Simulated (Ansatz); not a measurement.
# C3H11FSi: the cost of one run

All numbers below are computed with Ansatz 0.2.0 (RKS BHLYP/6-31G*).

## (1) Starting point

Bond lengths: Si1–F2 2.005 Å, Si1–C3 1.898 Å, Si1–C4 1.924 Å, Si1–H5 1.460 Å, Si1–C7 2.176 Å, C3–H8 1.083 Å, C3–H9 1.084 Å, C3–H10 1.087 Å, C4–H11 1.086 Å, C4–H12 1.088 Å, C4–H13 1.085 Å, C7–H14 1.084 Å, C7–H15 1.100 Å, C7–H16 1.082 Å. Angles (14 of 28 angles, heavy atoms first): F2–Si1–C3 87.9°, F2–Si1–C4 165.5°, F2–Si1–C7 75.1°, C3–Si1–C4 102.7°, C3–Si1–C7 111.8°, C4–Si1–C7 91.7°, F2–Si1–H5 80.1°, C3–Si1–H5 122.4°, C4–Si1–H5 101.8°, H5–Si1–C7 118.6°, Si1–C3–H8 112.3°, Si1–C3–H9 109.8°, Si1–C3–H10 111.6°, Si1–C4–H11 112.0°.

Coordinates:

```xyz
16

Si    0.5990    0.2084   -0.1924
F     1.8493   -1.0681    0.7179
C     0.2650   -1.1450   -1.4803
C    -0.7367    1.5284   -0.6093
H     1.8200    1.0086   -0.1962
H     0.8749   -0.8181    1.3803
C    -0.3474   -0.2386    1.7153
H     0.9887   -1.9494   -1.4278
H     0.3126   -0.7217   -2.4775
H    -0.7260   -1.5744   -1.3606
H    -0.6448    2.4121    0.0158
H    -0.6262    1.8633   -1.6382
H    -1.7536    1.1649   -0.4999
H    -1.2762   -0.6965    1.3933
H    -0.0641   -0.7575    2.6428
H    -0.5344    0.7836    2.0167
```

## (2) Pulling towards end A

Springs on the bonds that form and break draw the guess towards this end; the thresholds are loose.

File input.yaml:

```yaml
crystal:
  periodic: [false, false, false]
  atoms:
    - { symbol: Si, position_ang: [0.599, 0.2084, -0.1924] }
    - { symbol: F, position_ang: [1.8493, -1.0681, 0.7179] }
    - { symbol: C, position_ang: [0.265, -1.145, -1.4803] }
    - { symbol: C, position_ang: [-0.7367, 1.5284, -0.6093] }
    - { symbol: H, position_ang: [1.82, 1.0086, -0.1962] }
    - { symbol: H, position_ang: [0.8749, -0.8181, 1.3803] }
    - { symbol: C, position_ang: [-0.3474, -0.2386, 1.7153] }
    - { symbol: H, position_ang: [0.9887, -1.9494, -1.4278] }
    - { symbol: H, position_ang: [0.3126, -0.7217, -2.4775] }
    - { symbol: H, position_ang: [-0.726, -1.5744, -1.3606] }
    - { symbol: H, position_ang: [-0.6448, 2.4121, 0.0158] }
    - { symbol: H, position_ang: [-0.6262, 1.8633, -1.6382] }
    - { symbol: H, position_ang: [-1.7536, 1.1649, -0.4999] }
    - { symbol: H, position_ang: [-1.2762, -0.6965, 1.3933] }
    - { symbol: H, position_ang: [-0.0641, -0.7575, 2.6428] }
    - { symbol: H, position_ang: [-0.5344, 0.7836, 2.0167] }
basis:
  gaussian: { orbitals: "6-31G*" }
hamiltonian:
  xc: { name: BHLYP }
relax:
  f_tol: 0.15
  max_steps: 25
  restrain:
    - { distance: [0, 6], at: 3.17, k: 30.0 }
    - { distance: [5, 1], at: 2.18, k: 30.0 }
    - { distance: [0, 1], at: 1.68, k: 30.0 }
    - { distance: [5, 6], at: 1.07, k: 30.0 }
```

On the command line:

```bash
ansatz run input.yaml --threads 2 --pin off --max-ram 3072MiB --backend cpu --events-out ev --progress --plain --runs-dir out
```

What time and memory should one allow on 2 threads of Intel Xeon Platinum 8488C (Sapphire Rapids), shared host?

About 45 s, with a peak of 0.25 GiB.
